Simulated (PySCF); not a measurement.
# One shape, several levels: GeCNClF (SMILES N#[C][Ge]([F])[Cl])

We compute a comparison of 6 runs (U-r2SCAN/cc-pVDZ, U-wB97X/cc-pVDZ, UB2PLYP/cc-pVDZ, USVWN5/cc-pVDZ, UTPSS/cc-pVDZ, UCCSD(T)/cc-pVDZ) of GeCNClF. 

Program for the calculation: PySCF 2.14.0.

## (1) The system as given

The species is GeCNClF (5 atoms), meant as a doublet with charge 0. As SMILES, `N#[C][Ge]([F])[Cl]`. The shape is that of a PBE0-D4/def2-TZVP optimisation.

Bond lengths: N1–C2 1.153 Å, C2–Ge3 1.929 Å, Ge3–F4 1.725 Å, Ge3–Cl5 2.128 Å. Angles: N1–C2–Ge3 173.2°, C2–Ge3–F4 104.9°, C2–Ge3–Cl5 108.6°, F4–Ge3–Cl5 108.1°.

## (2) The energy at U-r2SCAN/cc-pVDZ (run 1)

Input file run.py:

```python
from pyscf import gto, dft

system = gto.M(
    atom='''
N    1.169800  -1.332900   1.557000
C    0.647700  -0.755000   0.707300
Ge  -0.063200   0.127200  -0.853400
F   -1.722100  -0.343000  -0.913400
Cl   0.017500   2.230100  -0.539000
''',
    verbose=4,
    basis='cc-pvdz',
    spin=1,
    max_memory=1860,
)

calc0 = dft.UKS(system, xc='r2scan')
calc0.conv_tol = 1e-10
calc0.grids.level = 5
calc0.kernel()
if not calc0.converged:
    calc0 = calc0.newton().run(calc0.mo_coeff, calc0.mo_occ)

energy = calc0.e_tot
print('Final energy', energy)
```

Started as:

```
OMP_NUM_THREADS=1 python run.py
```

What it wrote:

```text
<dir> SyntaxWarning: invalid escape sequence '\W'
  S = {(paw_set(r)[0], bool(re.search(r"spin_orbit\W+true|paw_fr", str((r.get("files") or {}).get("input") or "")) or re.search("(?i)spin.orbit\W+(value\W+)?(true|yes)|value\W+spin-orbit", json.dumps(r.get("inputs"), default=str)))) for r in records}

PySCF version 2.14.0

[... 57 lines left out ...]
WARN: HOMO -0.216791468832011 >= LUMO -0.216791468832012
[... 58 lines left out ...]
converged SCF energy = -2729.77452957181  <S^2> = 0.75285971  2S+1 = 2.0028577
Final energy -2729.7745295718087
```

It took 98 s on 1 thread of Arm Neoverse V1, shared host; peak memory 0.49 GiB.

## (3) The energy at U-wB97X/cc-pVDZ (run 2)

Input file calc.py:

```python
# N#[C][Ge]([F])[Cl]
from pyscf import gto, dft

mol = gto.M(
    atom=[
    ('N', (1.169800, -1.332900, 1.557000)),
    ('C', (0.647700, -0.755000, 0.707300)),
    ('Ge', (-0.063200, 0.127200, -0.853400)),
    ('F', (-1.722100, -0.343000, -0.913400)),
    ('Cl', (0.017500, 2.230100, -0.539000)),
],
    charge=0,
    spin=1,
    max_memory=1860,
    verbose=3,
    basis='cc-pvdz',
)

mf = dft.UKS(mol)
mf.xc = 'wb97x'
mf.grids.level = 5
mf.conv_tol = 1e-10
mf.kernel()
if not mf.converged:
    mf = mf.newton().run(mf.mo_coeff, mf.mo_occ)

e_tot = mf.e_tot
print(f'total energy: {e_tot:.8f} hartree')
```

Started as:

```
OMP_NUM_THREADS=1 python calc.py
```

What it wrote:

```text
<dir> SyntaxWarning: invalid escape sequence '\W'
  S = {(paw_set(r)[0], bool(re.search(r"spin_orbit\W+true|paw_fr", str((r.get("files") or {}).get("input") or "")) or re.search("(?i)spin.orbit\W+(value\W+)?(true|yes)|value\W+spin-orbit", json.dumps(r.get("inputs"), default=str)))) for r in records}

WARN: HOMO -0.203690385014641 >= LUMO -0.20369038501464

converged SCF energy = -2729.89281174563  <S^2> = 0.75360805  2S+1 = 2.0036048
total energy: -2729.89281175 hartree
```

Run time: 71 s. Hardware: 1 thread of Arm Neoverse V1, shared host; peak memory 0.47 GiB.

Runs 3 to 5 aren't shown in full; the table further down has their settings and results.

## (4) A single-point energy at UCCSD(T)/cc-pVDZ (run 6)

Input file calc.py:

```python
from pyscf import gto, cc

mol = gto.Mole()
mol.atom = '''
N    1.169800  -1.332900   1.557000
C    0.647700  -0.755000   0.707300
Ge  -0.063200   0.127200  -0.853400
F   -1.722100  -0.343000  -0.913400
Cl   0.017500   2.230100  -0.539000
'''
mol.verbose = 3
mol.spin = 1
mol.basis = 'cc-pvdz'
mol.max_memory = 1860
mol.charge = 0
mol.build()

myscf = mol.UHF()
myscf.conv_tol = 1e-10
myscf.kernel()
if not myscf.converged:
    myscf = myscf.newton().run(myscf.mo_coeff, myscf.mo_occ)

mycc = cc.CCSD(myscf, frozen=17)
mycc.kernel()
e_t = mycc.ccsd_t()
energy = mycc.e_tot + e_t
print('Final energy', energy)
```

Started as:

```
OMP_NUM_THREADS=1 python calc.py
```

What it wrote:

```text
<dir> SyntaxWarning: invalid escape sequence '\W'
  S = {(paw_set(r)[0], bool(re.search(r"spin_orbit\W+true|paw_fr", str((r.get("files") or {}).get("input") or "")) or re.search("(?i)spin.orbit\W+(value\W+)?(true|yes)|value\W+spin-orbit", json.dumps(r.get("inputs"), default=str)))) for r in records}

converged SCF energy = -2726.64642463219  <S^2> = 0.75834518  2S+1 = 2.0083278
E(UCCSD) = -2727.348878132935  E_corr = -0.7024535007492003
UCCSD(T) correction = -0.0229508657519327
Final energy -2727.371828998687
```

Wall time 4.5 min (1 thread of Arm Neoverse V1, shared host); peak memory 1.1 GiB.

## (5) The series

| run | level | frozen core orbitals | integration grid | energy (Eh) | dipole moment (D) of the reference | HOMO energy (eV) | LUMO energy (eV) | wall time |
| --- | --- | --- | --- | --- | --- | --- | --- | --- |
| 1 | U-r2SCAN/cc-pVDZ | – | 5 | -2729.774530 | 2.47 | -7.28 | -5.35 | 98 s |
| 2 | U-wB97X/cc-pVDZ | – | 5 | -2729.892812 | 2.51 | -10.28 | -3.29 | 71 s |
| 3 | UB2PLYP/cc-pVDZ | 17 | 5 | -2729.196730 | 2.72 | -9.27 | -3.54 | 84 s |
| 4 | USVWN5/cc-pVDZ | – | 5 | -2723.854146 | 2.30 | -6.80 | -5.94 | 27 s |
| 5 | UTPSS/cc-pVDZ | – | 5 | -2729.922480 | 2.37 | -6.91 | -5.49 | 90 s |
| 6 | UCCSD(T)/cc-pVDZ | 17 | – | -2727.371829 | 2.98 | -11.45 | -0.93 | 4.5 min |

## (6) Results

```
                                                         quantity           value
                                              run 6: total energy  -2727.37183 Eh
                      run 6: dipole moment (Hartree–Fock density)          2.98 D
run 6: HOMO energy (Hartree–Fock orbitals) (highest over α and β)       -11.45 eV
 run 6: LUMO energy (Hartree–Fock orbitals) (lowest over α and β)        -0.93 eV
              run 6: correlation energy (17 core orbitals frozen)      -725.4 mEh
                                            run 6: (T) correction      -22.95 mEh
                         run 6: ⟨S²⟩ of the reference determinant           0.758
                                             run 6: T1 diagnostic           0.014
```

**Reading.** Over runs 1, 2, 3, 4, 5 the dipole moment (its size) runs from 2.30 D (USVWN5/cc-pVDZ) to 2.72 D (UB2PLYP/cc-pVDZ). A double hybrid's value is that of its SCF part. Totals of different functionals can't be ranked against each other. All runs together took 11 min, the longest 4.5 min.
